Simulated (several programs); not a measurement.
**What each method gives for Ca2C (antifluorite)**

Ca2C (antifluorite), relaxed with r2SCAN in Ansatz, was computed with several methods. Space group Fm-3m (No. 225), cubic; a = 6.257 Å in the conventional setting, 20.42 Å³ an atom. C is surrounded by 8 Ca at 2.71 Å; Ca is surrounded by 4 C at 2.71 Å. No spin polarisation and no zero-point or thermal motion; the cell was built from a prototype and may be hypothetical.

```
C Ca
1.0
     0.00000    3.12858    3.12858
     3.12858    0.00000    3.12858
     3.12858    3.12858    0.00000
C Ca
1 2
Direct
  0.00000 0.00000 0.00000
  0.25000 0.25000 0.25000
  0.75000 0.75000 0.75000
```

Gaps and times are for a single point on this cell; volume and bulk modulus come from each method's own relaxation or energy curve at fixed shape. Times are rough, from shared hosts (Arm Neoverse N1; Arm Neoverse V2; NVIDIA H100 80GB HBM3), and each method has its own mesh and cell size. PM6 (MOPAC), PM7 (MOPAC), GFN1-xTB (tblite) treat a cluster of cells at its zone centre, which samples few k points: where these miss a band edge, the gap comes out too large for that reason alone. Gaps from k meshes are read at a limited set of points (mesh, symmetry points, PBE's band edges), so each method's own least gap may be somewhat smaller. xTB and the PM methods were fitted mostly to molecules, and can miss a solid's gap by electronvolts. Minimal bases can be far off for gaps. Times of the plane-wave ladder aren't listed, since it ran on unlike processors and cards. GLLB-SC's gap includes the derivative discontinuity. G0W0 is at finite bands, cutoff and mesh. d marks a direct gap, i an indirect one (no mark: not told apart), a dash a value that wasn't computed or didn't pass its checks.

| method | kind | gap (eV) | own volume (Å³/atom) | bulk modulus (GPa) | atoms computed | processor time |
| --- | --- | --- | --- | --- | --- | --- |
| PBEsol | semilocal | – | 19.91 | – | 3 | – |
| light PBE (260 eV and a coarse mesh) | light plane-wave | 0.21 d | – | – | 3 | 0.57 s |
| PBE | semilocal | 0.21 d | 20.67 | 53 | 3 | – |
| LDA | semilocal | 0.20 d | 19.07 | – | 3 | – |
| G0W0@r2SCAN (180 eV screening cutoff) | many-body | 0.68 | – | – | 3 | – |
| r2SCAN | semilocal | 0.41 d | 20.42 | 58 | 3 | – |
| PM6 (MOPAC) | semi-empirical | 5.53 | – | – | cluster | 6.3 s |
| GFN1-xTB (tblite) | tight binding | 0 | 21.65 | 52 | cluster | 8.2 s |
| PM7 (MOPAC) | semi-empirical | 5.57 | – | – | cluster | 10 s |
| G0W0@PBE0 (180 eV screening cutoff) | many-body | 1.24 | – | – | 3 | – |
| G0W0@HSE06 (180 eV screening cutoff) | many-body | 0.99 | – | – | 3 | – |
| PBE/SZV (CP2K) | small basis | overlap 0.06 | – | – | 3 | 11 s |
| G0W0@PBE (80 eV screening cutoff) | many-body | 0.53 | – | – | 3 | – |
| PBE/DZVP (CP2K) | small basis | 0.13 d | 20.92 | 54 | 3 | 18 s |
| GLLB-SC (GPAW) | model potential | 1.23 | – | – | 3 | 29 s |
| PBE/single zeta (GPAW) | small basis | 0.26 d | – | – | 3 | 31 s |
| LC-ωPBE | hybrid | 5.15 d | – | – | 3 | – |
| PBE0 | hybrid | 1.47 d | – | – | 3 | – |
| HSE06 | hybrid | 0.83 d | 20.54 | – | 3 | – |
| DDH-PBE0 | hybrid | 0.55 d | – | – | 3 | – |
| r2SCANh | hybrid | 0.89 d | – | – | 3 | – |

Against HSE06 (0.83 eV) and with closed or daggered gaps left aside, the nearest gap at the points sampled is that of r2SCANh (+0.06 eV) and the farthest that of PM7 (MOPAC) (+4.74 eV). HSE06 is only a yardstick of convenience, and nearness to it can be luck.

Volumes against r2SCAN's: PBEsol -2.5 %, PBE +1.3 %, LDA -6.6 %, GFN1-xTB (tblite) +6.0 %, PBE/DZVP (CP2K) +2.5 %, HSE06 +0.6 %.

Runs without a result: GFN2-xTB (tblite) (single point).
